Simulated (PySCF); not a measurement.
**[Bi(NH3)3]3+: other functionals and bases at one geometry**

One table from this session's results is given with a row withheld; the runs are named, their logs left out.

Program: PySCF 2.14.0. Level of theory: several levels, as the steps say, no spin–orbit coupling. These are calculated values, not measurements.

1 further run of the same task is left out (for a known fault of the program).

### The starting structure

13 atoms, charge 3, spin multiplicity 1.

Bond lengths: Bi1–N2 2.365 Å, Bi1–N6 2.365 Å, Bi1–N10 2.365 Å, N2–H3 1.035 Å, N2–H4 1.038 Å, N2–H5 1.038 Å, N6–H7 1.035 Å, N6–H8 1.038 Å, N6–H9 1.038 Å, N10–H11 1.035 Å, N10–H12 1.038 Å, N10–H13 1.038 Å. Angles: N2–Bi1–N6 94.6°, N2–Bi1–N10 94.6°, N6–Bi1–N10 94.6°, Bi1–N2–H3 118.0°, Bi1–N2–H4 111.1°, Bi1–N2–H5 111.2°, H3–N2–H4 105.6°, H3–N2–H5 105.5°, H4–N2–H5 104.4°, Bi1–N6–H7 118.0°, Bi1–N6–H8 111.1°, Bi1–N6–H9 111.2°, H7–N6–H8 105.6°, H7–N6–H9 105.5°, H8–N6–H9 104.4°, Bi1–N10–H11 118.0°, Bi1–N10–H12 111.1°, Bi1–N10–H13 111.2° and more.

As a file:

```xyz
13
charge 3, multiplicity 1
Bi    0.0000    0.0000   -1.0729
N     2.0064    0.0564    0.1770
H     1.9369    0.0296    1.2094
H     2.6288   -0.7339   -0.0808
H     2.5617    0.9055   -0.0424
N    -1.0520    1.7093    0.1770
H    -0.9940    1.6626    1.2094
H    -0.6788    2.6435   -0.0808
H    -2.0650    1.7658   -0.0424
N    -0.9543   -1.7658    0.1770
H    -0.9428   -1.6922    1.2094
H    -1.9500   -1.9097   -0.0808
H    -0.4967   -2.6712   -0.0424
```

Formal oxidation states: Bi +3. An earlier session relaxed this geometry at PBE0, Bi def2-SVP with ECP60, N def2-SVP, H def2-SVP (singlet, point group C3).

At PBE0 on the finer grid: E = -382.819363 Eh, HOMO -24.54 eV, LUMO -16.80 eV, Mulliken charge on Bi1 +1.54 e, largest force component 0.013 eV/Å. 

Levels to run: PBE; TPSS; PBE0, TZVP. Hardware: 2 threads of Arm Neoverse V2, shared host.

Set-up of the first run:

The input, run.py (the lines that set the calculation):

```python
mol = gto.M(atom='''
Bi     0.00000     0.00000    -1.07287
N      2.00636     0.05642     0.17701
H      1.93687     0.02956     1.20938
H      2.62880    -0.73386    -0.08080
H      2.56170     0.90549    -0.04236
N     -1.05204     1.70935     0.17701
H     -0.99404     1.66260     1.20938
H     -0.67885     2.64354    -0.08080
H     -2.06503     1.76576    -0.04236
N     -0.95432    -1.76577     0.17701
H     -0.94283    -1.69216     1.20938
H     -1.94995    -1.90968    -0.08080
H     -0.49668    -2.67124    -0.04236''',
    basis={'Bi': 'def2-SVP', 'N': 'def2-SVP', 'H': 'def2-SVP'},
    ecp={'Bi': 'def2-SVP'},
    charge=3, spin=0)
mf = dft.RKS(mol, xc='PBE')
mf.grids.atom_grid = (75, 302)
mf = mf.density_fit()  # fitting sets: Bi def2-universal-JKFIT, N def2-universal-JKFIT, H def2-universal-JKFIT
mf.conv_tol = 1e-08; mf.max_cycle = 55
mf.kernel(dm0)  # dm0: the density of the relaxed state
```

On the command line:

```
OMP_NUM_THREADS=2 python run.py
```

Steps of the session up to this table: PBE; TPSS; PBE0, TZVP.

One of the session's tables, all rows but one given; the rest of the session is left out.

```
              level  HOMO (eV)  gap (eV)  charge on Bi1 (e)  dipole (D)  largest force component (eV/Å)
PBE0 (relaxed here)     -24.54      7.73               1.54        8.63                            0.01
                PBE          ?         ?                  ?           ?                               ?
               TPSS     -23.43      5.94               1.47        8.76                            0.35
         PBE0, TZVP     -24.48      7.72               1.42        8.67                            0.56
```

Q: Estimate the row for PBE from the others.

As computed: HOMO (eV): -23.37; gap (eV): 5.78; charge on Bi1 (e): 1.44; dipole (D): 8.82; largest force component (eV/Å): 0.36. In the column «HOMO (eV)» it is the highest.

The dipole of a charged species depends on the origin, so these sizes hold for this origin alone.

In one basis the HOMO–LUMO gap runs from 5.78 eV (PBE) to 7.73 eV (PBE0). The largest leftover force, 0.56 eV/Å with PBE0, TZVP, stands at a geometry relaxed at another level. Total energies of different levels can't be compared.
